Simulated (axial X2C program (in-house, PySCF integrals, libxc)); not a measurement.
# InS⁻: from the state search to constants

Aim: find the lowest determinant of InS⁻, scan the bond at several levels and fit the constants, once spin-free and once with spin–orbit coupling.

Computed with an in-house X2C program for linear molecules on PySCF integrals. Level: all-electron X2C, In dyall-acv3z, S dyall-av3z.

All values are calculated.

## (1) The job

Input file task.json:

```json
{"zs": [49, 16], "q": -1, "bas": ["dyall-acv3z", "dyall-av3z"], "levels": ["PBE0", "HF", "TPSS"], "cc": true, "r0": 2.3, "thr": -1.0, "nmax": 90, "npts": 10, "nst": 2, "ntry": 6}
```

Keys: zs atomic numbers; q charge; bas basis sets; levels methods (HF also brings MP2); cc coupled cluster on or off; r0 starting distance in Å; thr threshold in hartree for freezing inner shells (an s shell follows its p shell); nmax most natural virtual spinors; npts points asked for on the curve; nst determinants followed; ntry starts of the search.

Command:

```sh
$ python so2c.py task.json out
```

Spin-free means the one-electron spin-free X2C Hamiltonian; two-component (2c) means X2C with spin–orbit coupling and atomic mean-field two-electron Coulomb and Gaunt terms. Basis: In dyall-acv3z contracted to [12s13p10d5f1g], S dyall-av3z contracted to [9s8p3d2f]; Gaussian nuclei, density fitting. Masses: In 114.904 u, S 31.972 u.

Notation: σ, π±, δ± give the projection m of an orbital's angular momentum (0, ±1, ±2), α and β its spin, Λ and M_S the sums; ω is the projection of a spinor's total angular momentum and Ω the sum. Logs are in hartree.

The results follow Hamiltonian by Hamiltonian and level by level.

## (2) Search for the lowest determinant

Determinants are compared with PBE0 at 2.300 Å.

Spin-free determinants:

```csv
ΔE (eV),state,open shells
0.00,"M_S = 0, Λ = 0",closed shell
2.19,"M_S = 1, Λ = 1","beyond closed shells: σα, π+α"
2.41,"M_S = 0, Λ = 1","beyond closed shells: σα, π+β"
2.74,"M_S = 1, Λ = 0",beyond closed shells: 2 × σα
2.81,"M_S = 1, Λ = 2","beyond closed shells: 2 × π+α, π+β, π-α"
2.81,"M_S = 1, Λ = 0","beyond closed shells: π+α, π+β, 2 × π-α"
3.29,"M_S = 1, Λ = 1","beyond closed shells: σα, π+α, π+β, π-α"
```

Two-component determinants:

```json
{"ΔE (eV)": "0.00", "state": "Ω = 0", "open shells": "closed shell"}
{"ΔE (eV)": "2.25", "state": "Ω = 2", "open shells": "excess of +ω over −ω: ω = 1/2, ω = 3/2"}
{"ΔE (eV)": "2.37", "state": "Ω = 1", "open shells": "excess of +ω over −ω: 2 × ω = 1/2"}
{"ΔE (eV)": "2.46", "state": "Ω = 1", "open shells": "excess of +ω over −ω: ω = -1/2, ω = 3/2"}
{"ΔE (eV)": "2.73", "state": "Ω = 1", "open shells": "excess of +ω over −ω: ω = -1/2, ω = 3/2"}
{"ΔE (eV)": "2.80", "state": "Ω = 2", "open shells": "excess of +ω over −ω: ω = 1/2, ω = 3/2"}
{"ΔE (eV)": "2.83", "state": "Ω = 3", "open shells": "excess of +ω over −ω: 2 × ω = 3/2"}
```

## (3) PBE0, spin-free

State followed: M_S = 0, Λ = 0 (closed shell). The scan is laid around 2.327 Å, a first estimate of the minimum, and this SCF restarts from the orbitals of the search.

The SCF at the reference distance of 2.327 Å:

```text
spin-free X2C-1e  PBE0
basis functions 207  fitting functions 1065  grid points 5079
iter        total energy     max residual
   1      -6278.167874832     2.41e+00
   2      -6279.933719333     1.76e-02
   3      -6279.891260311     3.26e-02
   4      -6279.950250261     8.29e-03
   5      -6279.953882855     1.55e-03
   6      -6279.953992089     3.23e-04
   7      -6279.953998425     6.33e-05
   8      -6279.953998563     1.61e-05
   9      -6279.953998578     4.09e-06
  10      -6279.953998579     2.64e-06
converged
one-electron -9015.96919839  Coulomb 2744.58267187  exact exchange -45.97829033  xc functional -140.87664773  nuclear repulsion 178.28746599
```

Along the bond, energies from the lowest point:

```tsv
R (Å)	E (eV)	μ (D)	HOMO (eV)	LUMO (eV)	iterations
2.025	0.9310	-2.48	-0.53	2.41	12
2.118	0.3795	-3.23	-0.66	2.40	13
2.187	0.1467	-3.80	-0.75	2.38	13
2.257	0.0293	-4.37	-0.82	2.37	12
2.327	0.0000	-4.93	-0.87	2.35	10
2.408	0.0488	-5.58	-0.92	2.32	13
2.490	0.1625	-6.21	-0.95	2.30	13
2.595	0.3727	-7.00	-0.82	2.26	13
2.723	0.6884	-7.92	-0.68	2.21	13
2.909	1.1960	-9.15	-0.52	2.09	15
```

Dipoles are positive if S is the positive end and refer to the centre of mass.

Outer orbitals at the reference distance:

```json
{"symmetry": "σα", "occupied": "yes", "ε (eV)": "-15.89", "atomic character": "94% In d, 4% S s"}
{"symmetry": "δ-α", "occupied": "yes", "ε (eV)": "-15.79", "atomic character": "100% In d"}
{"symmetry": "δ+α", "occupied": "yes", "ε (eV)": "-15.79", "atomic character": "100% In d"}
{"symmetry": "π+α", "occupied": "yes", "ε (eV)": "-15.62", "atomic character": "99% In d"}
{"symmetry": "π-α", "occupied": "yes", "ε (eV)": "-15.62", "atomic character": "99% In d"}
{"symmetry": "σα", "occupied": "yes", "ε (eV)": "-11.98", "atomic character": "69% S s, 11% In d, 9% In p"}
{"symmetry": "σα", "occupied": "yes", "ε (eV)": "-4.43", "atomic character": "48% In s, 41% S p, 5% S s"}
{"symmetry": "π+α", "occupied": "yes", "ε (eV)": "-1.21", "atomic character": "77% S p, 14% In p, 5% In d"}
{"symmetry": "π-α", "occupied": "yes", "ε (eV)": "-1.21", "atomic character": "77% S p, 14% In p, 5% In d"}
{"symmetry": "σα", "occupied": "yes", "ε (eV)": "-0.87", "atomic character": "39% S p, 32% In p, 21% In s"}
{"symmetry": "σα", "occupied": "no", "ε (eV)": "2.35", "atomic character": "81% In p, 16% In s"}
{"symmetry": "π+α", "occupied": "no", "ε (eV)": "2.42", "atomic character": "93% In p, 3% In d, 3% S p"}
{"symmetry": "π-α", "occupied": "no", "ε (eV)": "2.42", "atomic character": "93% In p, 3% In d, 3% S p"}
{"symmetry": "σα", "occupied": "no", "ε (eV)": "3.03", "atomic character": "74% In s, 17% In p, 5% S p"}
```

PBE0 fields in the half plane through the axis: z from -2.4 to 4.5 Å across, distance from the axis 0.15 to 2.25 Å upwards; In lies at z = 0 and S at z = 2.327 Å; the ELF is damped to zero where the density is low.

log10 density (e/bohr³). Ten even steps from '0' (-3.93 ) to '9' (1.81 ):
```
001111111111111111111000
011122222222222222211100
112222333322233333222110
112233333333333443332211
122333444443444444433211
223334556554445555443221
223344677754455565543321
223345679765555786544321
```

ELF. Ten even steps from ' ' (0.00 ) to '@' (0.95 ):
```
  ..--==++++==--..........::------::::..        
::==**######++==--::....::--========----....    
++##%%%%%%##**==--::::::--==++******++==--::    
##@@@@@@%%**==--::::::::==**####%%####**++--..  
%%@@@@@@##++--::::::..::==##%%%%%%%%%%##**==::..
@@@@@@%%**--::======::::++%%%%%%%%%%@@%%##++--..
@@@@@@%%++--==######==..++%%**    ::%%@@%%**--..
@@@@@@%%==--**--##--**..==%%..%%%%::**@@%%**==::
```

Re = 2.320 Å, ωe = 390 cm⁻¹, ωexe = 1.11 cm⁻¹, Be = 0.1253 cm⁻¹, De = 3.76 eV, μ = -4.87 D.

## (4) HF, spin-free

The SCF at the reference distance of 2.327 Å:

```text
spin-free X2C-1e  HF
basis functions 207  fitting functions 1065  grid points 5079
iter        total energy     max residual
   1      -6277.012221832     1.81e-01
   2      -6277.040227580     4.35e-03
   3      -6277.041336804     1.05e-03
   4      -6277.041489791     7.64e-04
   5      -6277.041524736     2.98e-04
   6      -6277.041535020     1.02e-04
   7      -6277.041536627     6.80e-05
   8      -6277.041536999     1.76e-05
   9      -6277.041537033     3.37e-06
  10      -6277.041537036     1.15e-06
  11      -6277.041537036     3.33e-07
converged
one-electron -9014.87157121  Coulomb 2743.56730682  exact exchange -184.02473864  xc functional 0.00000000  nuclear repulsion 178.28746599
```

Re = 2.319 Å, ωe = 409 cm⁻¹, ωexe = 1.07 cm⁻¹, Be = 0.1253 cm⁻¹, De = 2.46 eV, μ = -5.30 D.

## (5) TPSS, spin-free

Output at 2.327 Å:

```text
spin-free X2C-1e  TPSS
basis functions 207  fitting functions 1065  grid points 5079
iter        total energy     max residual
   1      -6280.204930384     1.24e-01
   2      -6280.206586183     5.23e-03
   3      -6280.203500703     7.07e-03
   4      -6280.205160781     5.68e-03
   5      -6280.207206360     5.30e-04
   6      -6280.207222276     2.03e-04
   7      -6280.207223896     5.52e-05
   8      -6280.207223966     6.32e-06
   9      -6280.207223967     1.93e-06
converged
one-electron -9015.24206890  Coulomb 2743.82000992  exact exchange 0.00000000  xc functional -187.07263098  nuclear repulsion 178.28746599
```

Re = 2.342 Å, ωe = 371 cm⁻¹, ωexe = 1.12 cm⁻¹, Be = 0.1228 cm⁻¹, De = 3.82 eV, μ = -4.72 D.

## (6) MP2 and beyond, spin-free

Correlated methods: 10 electrons correlated (frozen shells, counted by type: In 4 s, 3 p, 2 d; S 2 s, 1 p), 290 virtual spinors in MP2, 90 natural virtuals in coupled cluster.

Output of the correlated part at 2.327 Å:

```text
correlated 10  virtual 290  natural virtual 90  E(MP2) -0.243577589  MP2 remainder -0.008497038
iter   CCSD correlation   residual
   1     -0.244328878   1.43e-01
   2     -0.251000310   6.21e-02
   3     -0.253629512   2.64e-02
   4     -0.253561571   8.15e-03
   5     -0.253605036   3.27e-03
   6     -0.253615041   1.29e-03
   7     -0.253616711   3.99e-04
   8     -0.253621551   1.30e-04
   9     -0.253620226   4.16e-05
  10     -0.253620145   1.27e-05
  11     -0.253619910   4.93e-06
  12     -0.253619893   1.80e-06
(T) -0.015269671  T1 0.0288  D1 0.0404  max T2 0.064
```

T1 in the output is the amplitude norm over the root of the electron number; divide by √2 for the Lee–Taylor value.

MP2: Re = 2.349 Å, ωe = 384 cm⁻¹, Be = 0.1221 cm⁻¹, De = 3.94 eV.

CCSD: Re = 2.343 Å, ωe = 389 cm⁻¹, ωexe = 1.06 cm⁻¹, Be = 0.1228 cm⁻¹, De = 3.58 eV. T1 at Re = 0.021 (Lee–Taylor, the printed value over √2).

CCSD(T): Re = 2.355 Å, ωe = 378 cm⁻¹, ωexe = 1.11 cm⁻¹, Be = 0.1215 cm⁻¹, De = 3.76 eV. T1 at Re = 0.021 (Lee–Taylor, the printed value over √2).

## (7) A higher determinant, spin-free

State: M_S = 1, Λ = 1 (beyond closed shells: σα, π+α).

Output at the reference distance:

```text
spin-free X2C-1e  PBE0
basis functions 207  fitting functions 1065  grid points 5079
iter        total energy     max residual
   1      -6278.122256897     2.48e+00
   2      -6279.853406124     2.20e-02
   3      -6279.831627399     3.16e-02
   4      -6279.872258608     5.33e-03
   5      -6279.873450928     2.45e-03
   6      -6279.873711770     3.41e-04
   7      -6279.873715921     1.35e-04
   8      -6279.873717336     7.85e-05
   9      -6279.873717709     3.04e-05
  10      -6279.873717801     1.09e-05
  11      -6279.873717813     3.40e-06
  12      -6279.873717814     7.31e-07
converged
one-electron -9013.18820084  Coulomb 2741.83382020  exact exchange -45.97074914  xc functional -140.83605403  nuclear repulsion 178.28746599
```

```tsv
R (Å)	E above the lowest PBE0 point (eV)
2.025	3.092
2.118	2.580
2.187	2.358
2.257	2.235
2.327	2.185
2.408	2.188
2.490	2.235
2.595	2.330
2.723	2.467
```

Re = 2.361 Å, ωe = 304 cm⁻¹, ωexe = 2.63 cm⁻¹, Be = 0.1209 cm⁻¹, μ = -2.39 D. Te = 2.18 eV. As a difference of two determinants it need not be a gap between pure terms.

## (8) The spin-free curves together

Energy (eV) of the followed determinant, spin-free, from each level's lowest point:

```tsv
R (Å)	PBE0	HF	MP2	CCSD	CCSD(T)	TPSS
2.025	0.931	1.005	1.133	n/a	n/a	1.010
2.118	0.379	0.410	0.500	0.483	0.515	0.438
2.187	0.147	0.158	0.219	0.207	0.229	0.187
2.257	0.029	0.031	0.062	0.056	0.067	0.050
2.327	0.000	0.000	0.000	0.000	0.000	0.000
2.408	0.049	0.054	0.019	0.026	0.012	0.024
2.490	0.162	0.180	0.109	0.123	0.095	0.112
2.595	0.373	0.412	0.296	0.320	0.272	0.289
2.723	0.688	0.763	0.593	n/a	n/a	0.565
2.909	1.196	1.328	1.090	n/a	n/a	1.016
```

## (9) PBE0, 2c

State followed: Ω = 0 (closed shell). The scan is laid around 2.327 Å, a first estimate of the minimum, and this SCF restarts from the orbitals of the search.

Output at 2.327 Å:

```text
two-component X2C + atomic mean field  PBE0
basis functions 207  fitting functions 1065  grid points 5079
iter        total energy     max residual
   1      -6275.529219730     2.42e+00
   2      -6277.403640479     1.77e-02
   3      -6277.361378351     3.29e-02
   4      -6277.420234472     8.27e-03
   5      -6277.423859836     1.55e-03
   6      -6277.423970303     3.24e-04
   7      -6277.423976569     6.34e-05
   8      -6277.423976708     1.61e-05
   9      -6277.423976723     4.08e-06
  10      -6277.423976723     2.63e-06
converged
one-electron -9008.81118004  Coulomb 2743.19146173  exact exchange -45.95294908  xc functional -140.80226427  nuclear repulsion 178.28746599  atomic mean-field constant -3.33651105
```

Along the bond, energies from the lowest point:

```tsv
R (Å)	E (eV)	μ (D)	HOMO (eV)	LUMO (eV)	iterations
2.025	0.9312	-2.48	-0.53	2.44	12
2.118	0.3799	-3.23	-0.66	2.42	13
2.187	0.1470	-3.80	-0.75	2.40	13
2.257	0.0295	-4.36	-0.82	2.38	12
2.327	0.0000	-4.92	-0.87	2.36	10
2.408	0.0486	-5.57	-0.92	2.33	13
2.490	0.1620	-6.20	-0.93	2.31	13
2.595	0.3717	-6.98	-0.80	2.27	13
2.723	0.6868	-7.90	-0.66	2.21	13
2.909	1.1930	-9.13	-0.50	2.05	15
```

Dipoles are positive if S is the positive end and refer to the centre of mass.

Outer spinors at the reference distance:

```csv
ω,occupied,ε (eV),atomic character,λ mixture
3/2,yes,-16.26,100% In d,"85% δ, 15% π"
1/2,yes,-16.24,97% In d,"56% σ, 44% π"
5/2,yes,-15.46,100% In d,100% δ
1/2,yes,-15.45,"96% In d, 2% S s","56% π, 44% σ"
3/2,yes,-15.32,99% In d,"85% π, 15% δ"
1/2,yes,-11.98,"69% S s, 12% In d, 9% In p",100% σ
1/2,yes,-4.42,"48% In s, 41% S p, 5% S s",100% σ
1/2,yes,-1.24,"76% S p, 14% In p, 5% In d",100% π
3/2,yes,-1.18,"77% S p, 13% In p, 5% In d",100% π
1/2,yes,-0.87,"39% S p, 32% In p, 21% In s",100% σ
1/2,no,2.36,"83% In p, 14% In s",100% σ
1/2,no,2.42,"92% In p, 4% In d, 3% S p",100% π
3/2,no,2.43,"93% In p, 3% In d, 2% S p",100% π
1/2,no,3.04,"76% In s, 16% In p, 5% S p","99% σ, 1% π"
```

PBE0 fields in the half plane through the axis: z from -2.4 to 4.5 Å across, distance from the axis 0.15 to 2.25 Å upwards; In lies at z = 0 and S at z = 2.327 Å; the ELF is damped to zero where the density is low.

log10 density (e/bohr³). Ten even steps from ' ' (-3.93 ) to '@' (1.81 ):
```
    ......................................      
  ......::::::::::::::::::::::::::::::......    
....::::::::--------::::::----------::::::....  
....::::----------------------====------::::....
..::::------==========--==============----::....
::::------==++++**++++======++++++++====--::::..
::::----====**######++====++++++**++++==----::..
::::----==++**##@@##**++++++++##%%**++====--::..
```

ELF. Ten even steps from '0' (0.00 ) to '9' (0.95 ):
```
013455431111123332210000
246777543211234444331100
578887643222345666543200
799986432222467787765310
899975322212478888876421
999863244422588888987531
999853477741586002898631
999843637362481882698642
```

Re = 2.320 Å, ωe = 390 cm⁻¹, ωexe = 1.11 cm⁻¹, Be = 0.1252 cm⁻¹, De = 3.67 eV, μ = -4.87 D.

## (10) HF, 2c

The SCF at the reference distance of 2.327 Å:

```text
two-component X2C + atomic mean field  HF
basis functions 207  fitting functions 1065  grid points 5079
iter        total energy     max residual
   1      -6274.480559695     1.81e-01
   2      -6274.508550838     4.37e-03
   3      -6274.509658531     1.04e-03
   4      -6274.509811377     7.60e-04
   5      -6274.509846400     2.98e-04
   6      -6274.509856795     1.02e-04
   7      -6274.509858449     6.77e-05
   8      -6274.509858839     1.74e-05
   9      -6274.509858878     6.30e-06
  10      -6274.509858882     1.70e-06
  11      -6274.509858882     1.16e-06
converged
one-electron -9007.71129882  Coulomb 2742.17364785  exact exchange -183.92316285  xc functional 0.00000000  nuclear repulsion 178.28746599  atomic mean-field constant -3.33651105
```

Re = 2.319 Å, ωe = 408 cm⁻¹, ωexe = 1.07 cm⁻¹, Be = 0.1253 cm⁻¹, De = 2.25 eV, μ = -5.30 D.

## (11) TPSS, 2c

Output at 2.327 Å:

```text
two-component X2C + atomic mean field  TPSS
basis functions 207  fitting functions 1065  grid points 5079
iter        total energy     max residual
   1      -6277.672773740     1.24e-01
   2      -6277.674439651     5.24e-03
   3      -6277.671425538     7.01e-03
   4      -6277.673028845     5.64e-03
   5      -6277.675051572     5.30e-04
   6      -6277.675067569     2.02e-04
   7      -6277.675069166     5.50e-05
   8      -6277.675069236     6.31e-06
   9      -6277.675069237     1.92e-06
converged
one-electron -9008.08363218  Coulomb 2742.42843301  exact exchange 0.00000000  xc functional -186.97082500  nuclear repulsion 178.28746599  atomic mean-field constant -3.33651105
```

Re = 2.342 Å, ωe = 370 cm⁻¹, ωexe = 1.12 cm⁻¹, Be = 0.1228 cm⁻¹, De = 3.80 eV, μ = -4.72 D.

## (12) Correlated methods, 2c

Correlated methods: 10 electrons correlated (frozen shells, counted by type: In 4 s, 3 p, 2 d; S 2 s, 1 p), 290 virtual spinors in MP2, 90 natural virtuals in coupled cluster.

Output of the correlated part at 2.327 Å:

```text
correlated 10  virtual 290  natural virtual 90  E(MP2) -0.243455905  MP2 remainder -0.008489780
iter   CCSD correlation   residual
   1     -0.244244387   1.43e-01
   2     -0.250911692   6.18e-02
   3     -0.253525531   2.63e-02
   4     -0.253457795   8.12e-03
   5     -0.253501179   3.27e-03
   6     -0.253511187   1.29e-03
   7     -0.253512895   4.09e-04
   8     -0.253517858   1.44e-04
   9     -0.253516409   5.91e-05
  10     -0.253516397   2.97e-05
  11     -0.253515985   1.66e-05
  12     -0.253516028   8.08e-06
  13     -0.253516050   3.69e-06
  14     -0.253516058   1.40e-06
(T) -0.015242491  T1 0.0287  D1 0.0410  max T2 0.066
```

MP2: Re = 2.350 Å, ωe = 384 cm⁻¹, Be = 0.1221 cm⁻¹, De = 3.77 eV.

CCSD: Re = 2.343 Å, ωe = 389 cm⁻¹, ωexe = 1.07 cm⁻¹, Be = 0.1227 cm⁻¹, De = 3.41 eV. T1 at Re = 0.021 (Lee–Taylor, the printed value over √2).

CCSD(T): Re = 2.356 Å, ωe = 378 cm⁻¹, ωexe = 1.11 cm⁻¹, Be = 0.1215 cm⁻¹, De = 3.59 eV. T1 at Re = 0.021 (Lee–Taylor, the printed value over √2).

## (13) A higher determinant, 2c

State: Ω = 2 (excess of +ω over −ω: ω = 1/2, ω = 3/2).

Output at the reference distance:

```text
two-component X2C + atomic mean field  PBE0
basis functions 207  fitting functions 1065  grid points 5079
iter        total energy     max residual
   1      -6275.484116786     2.49e+00
   2      -6277.321015829     2.20e-02
   3      -6277.299551915     3.17e-02
   4      -6277.340047903     5.41e-03
   5      -6277.341269665     2.50e-03
   6      -6277.341540992     3.45e-04
   7      -6277.341545530     1.38e-04
   8      -6277.341547074     8.22e-05
   9      -6277.341547506     3.13e-05
  10      -6277.341547612     1.12e-05
  11      -6277.341547625     3.58e-06
  12      -6277.341547626     7.57e-07
converged
one-electron -9005.74733555  Coulomb 2740.15633330  exact exchange -45.94402200  xc functional -140.75747831  nuclear repulsion 178.28746599  atomic mean-field constant -3.33651105
```

```tsv
R (Å)	E above the lowest PBE0 point (eV)
2.025	3.132
2.118	2.626
2.187	2.409
2.257	2.290
2.327	2.243
2.408	2.250
2.490	2.300
2.595	2.398
2.723	2.539
```

Re = 2.356 Å, ωe = 307 cm⁻¹, ωexe = 2.62 cm⁻¹, Be = 0.1214 cm⁻¹, μ = -2.16 D. Te = 2.24 eV. As a difference of two determinants it need not be a gap between pure terms.

## (14) The 2c curves together

Energy (eV) of the followed determinant, 2c, from each level's lowest point:

```tsv
R (Å)	PBE0	HF	MP2	CCSD	CCSD(T)	TPSS
2.025	0.931	1.006	1.134	n/a	n/a	1.010
2.118	0.380	0.411	0.501	0.484	0.516	0.438
2.187	0.147	0.159	0.219	0.208	0.230	0.187
2.257	0.030	0.032	0.062	0.056	0.067	0.050
2.327	0.000	0.000	0.000	0.000	0.000	0.000
2.408	0.049	0.054	0.018	0.025	0.011	0.024
2.490	0.162	0.179	0.108	0.122	0.094	0.111
2.595	0.372	0.411	0.295	0.318	0.270	0.288
2.723	0.687	0.761	0.592	n/a	n/a	0.563
2.909	1.193	1.325	1.088	n/a	n/a	1.013
```

Time for the job: 2.8 min (1 thread of Arm Neoverse V1, shared host); peak memory 0.68 GiB.

## (15) Results

Lowest determinant that the search found at its distance, spin-free: M_S = 0, Λ = 0 (closed shell).

Lowest determinant that the search found at its distance, 2c: Ω = 0 (closed shell).

```
Hamiltonian    level  Re (Å)  ωe (cm⁻¹)  De (eV)  μ (D)
  spin-free     PBE0   2.320        390     3.76  -4.87
  spin-free       HF   2.319        409     2.46  -5.30
  spin-free      MP2   2.349        384     3.94    n/a
  spin-free     CCSD   2.343        389     3.58    n/a
  spin-free  CCSD(T)   2.355        378     3.76    n/a
  spin-free     TPSS   2.342        371     3.82  -4.72
         2c     PBE0   2.320        390     3.67  -4.87
         2c       HF   2.319        408     2.25  -5.30
         2c      MP2   2.350        384     3.77    n/a
         2c     CCSD   2.343        389     3.41    n/a
         2c  CCSD(T)   2.356        378     3.59    n/a
         2c     TPSS   2.342        370     3.80  -4.72
```

Dipoles are positive if S is the positive end and refer to the centre of mass.

Time per point (s) on 1 thread of Arm Neoverse V1, shared host (2c runs; CCSD comes with the CCSD(T) run); the times are rough: PBE0 0.73, HF 0.44, MP2 0.73, CCSD(T) 4.4, TPSS 0.77.

**Reading.** At CCSD(T), going from spin-free to two-component changes Re by 0 mÅ, ωe by -0.1 %; the spin-free picture holds up (part of it comes from the scalar share of the two-electron terms). De moves by -0.17 eV; both De rest on single-determinant atoms, which can miss part of an open shell's spin–orbit lowering.

De refers to In + S-, each in the lowest determinant found, which need not be this curve's own limit. The state is a single determinant with fixed occupations, the lowest that a limited PBE0 search found. The closed shell is kept restricted; where the fragments are open shells, the energy then runs too high at long range. Dissociation energies refer to the lowest single-determinant-based atoms at the same level and basis. CCSD and (T) use frozen natural virtuals with an MP2 correction for the truncation. The meta-GGAs lack a current-density term, which matters for open shells with orbital currents, atoms included. With the outer-core shells frozen, correlated bond lengths of heavy atoms tend to come out a few hundredths of an ångström too long.
